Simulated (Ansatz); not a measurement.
**C10H20: a ladder of functionals and wavefunction methods**

One table from this session's results is given with a row withheld; the runs are named, their logs left out.

Program: Ansatz 0.2.0, Gaussian basis. Level of theory: functionals in def2-TZVPP, the program's frozen cores in correlated methods. These are calculated values, not measurements.

The runs, in order: PBE-D4, r2SCAN-D4, PBE0-D4, B3LYP-D4, ωB97X-V, ωB97M-V, B2PLYP; CCSD(T)/def2-TZVPP; MP2/def2-QZVPP; extrapolation to the limit.

## The geometry

All runs share one geometry, relaxed beforehand with PBE0-D4 in a triple-zeta def2 set.

SMILES `C=CCCCCCCCC`, 30 atoms, charge 0, spin multiplicity 1.

Atoms are counted from 1 here; the program's logs count them from 0.

Bond lengths: C1–C2 1.326 Å, C1–H11 1.084 Å, C1–H12 1.084 Å, C2–C3 1.494 Å, C2–H13 1.089 Å, C3–C4 1.518 Å, C3–H14 1.099 Å, C3–H15 1.098 Å, C4–C5 1.526 Å, C4–H16 1.093 Å, C4–H17 1.095 Å, C5–C6 1.530 Å, C5–H18 1.096 Å, C5–H19 1.096 Å, C6–C7 1.527 Å, C6–H20 1.095 Å, C6–H21 1.095 Å, C7–C8 1.526 Å and more. Angles: C2–C1–H11 121.0°, C2–C1–H12 122.2°, H11–C1–H12 116.7°, C1–C2–C3 126.6°, C1–C2–H13 118.3°, C3–C2–H13 115.1°, C2–C3–C4 115.8°, C2–C3–H14 108.4°, C2–C3–H15 107.8°, C4–C3–H14 109.4°, C4–C3–H15 110.2°, H14–C3–H15 104.5°, C3–C4–C5 113.4°, C3–C4–H16 109.4°, C3–C4–H17 108.7°, C5–C4–H16 110.5°, C5–C4–H17 108.7°, H16–C4–H17 106.0° and more.

Set-up of the first run:

in.yaml

```yaml
crystal:
  periodic: [false, false, false]
  atoms:
    - {symbol: C, position_ang: [2.417030, -0.043470, 2.803365]}
    - {symbol: C, position_ang: [2.054881, 1.096012, 2.229542]}
    - {symbol: C, position_ang: [0.727876, 1.400720, 1.614748]}
    - {symbol: C, position_ang: [-0.302881, 0.289015, 1.682627]}
    - {symbol: C, position_ang: [-1.629421, 0.652486, 1.021132]}
    - {symbol: C, position_ang: [-1.611355, 0.818495, -0.499820]}
    - {symbol: C, position_ang: [-1.831551, -0.458487, -1.306755]}
    - {symbol: C, position_ang: [-0.761307, -1.539845, -1.194497]}
    - {symbol: C, position_ang: [0.648505, -1.104380, -1.576966]}
    - {symbol: C, position_ang: [0.770531, -0.599572, -3.005372]}
    - {symbol: H, position_ang: [3.409829, -0.168894, 3.219339]}
    - {symbol: H, position_ang: [1.744688, -0.890496, 2.881785]}
    - {symbol: H, position_ang: [2.780370, 1.906671, 2.186981]}
    - {symbol: H, position_ang: [0.322261, 2.303130, 2.092836]}
    - {symbol: H, position_ang: [0.900165, 1.695720, 0.571413]}
    - {symbol: H, position_ang: [0.111696, -0.617559, 1.234714]}
    - {symbol: H, position_ang: [-0.490061, 0.048023, 2.734692]}
    - {symbol: H, position_ang: [-1.983397, 1.585808, 1.474244]}
    - {symbol: H, position_ang: [-2.378213, -0.104846, 1.280955]}
    - {symbol: H, position_ang: [-0.682009, 1.304815, -0.815481]}
    - {symbol: H, position_ang: [-2.407926, 1.515832, -0.778203]}
    - {symbol: H, position_ang: [-1.947187, -0.181718, -2.360263]}
    - {symbol: H, position_ang: [-2.793383, -0.893162, -1.010083]}
    - {symbol: H, position_ang: [-1.055610, -2.376412, -1.839675]}
    - {symbol: H, position_ang: [-0.750116, -1.943826, -0.177150]}
    - {symbol: H, position_ang: [1.002451, -0.331443, -0.886874]}
    - {symbol: H, position_ang: [1.323799, -1.954672, -1.436071]}
    - {symbol: H, position_ang: [0.188414, 0.311249, -3.165719]}
    - {symbol: H, position_ang: [0.412912, -1.347594, -3.719391]}
    - {symbol: H, position_ang: [1.809019, -0.371590, -3.256062]}
basis:
  gaussian: {orbitals: def2-TZVPP}
hamiltonian: {xc: pbe, dispersion: d4}
output: {forces: true, orbitals: {seedname: orbitals}}
```

Command:

```console
$ ansatz run in.yaml --threads 4 --pin off --events-out ev --progress --plain --max-ram 66560MiB --backend cuda --devices 0, --max-vram 37GiB
```

Steps of the session up to this table: PBE-D4 (GGA); r2SCAN-D4 (meta-GGA); PBE0-D4 (hybrid); B3LYP-D4 (hybrid); ωB97X-V (range-separated); ωB97M-V (range-separated); B2PLYP (double hybrid); CCSD(T) in def2-TZVPP; MP2 in def2-QZVPP.

One of the session's tables, all rows but one given; the rest of the session is left out.

```
            method  atomisation energy (kcal/mol)
            PBE-D4                         2973.0
         r2SCAN-D4                         2924.0
           PBE0-D4                         2942.4
          B3LYP-D4                         2920.5
           ωB97X-V                              ?
           ωB97M-V                         2925.5
            B2PLYP                         2889.3
     HF/def2-TZVPP                         2211.8
    MP2/def2-TZVPP                         2885.9
   CCSD/def2-TZVPP                         2822.8
CCSD(T)/def2-TZVPP                         2857.9
           MP2/CBS                         2944.7
       CCSD(T)/CBS                         2916.7
```

Q: Estimate the row for ωB97X-V from the others.

The run gave: atomisation energy (kcal/mol): 2920.8. In the column «atomisation energy (kcal/mol)» it lies between B3LYP-D4 (2920.5) and r2SCAN-D4 (2924.0).
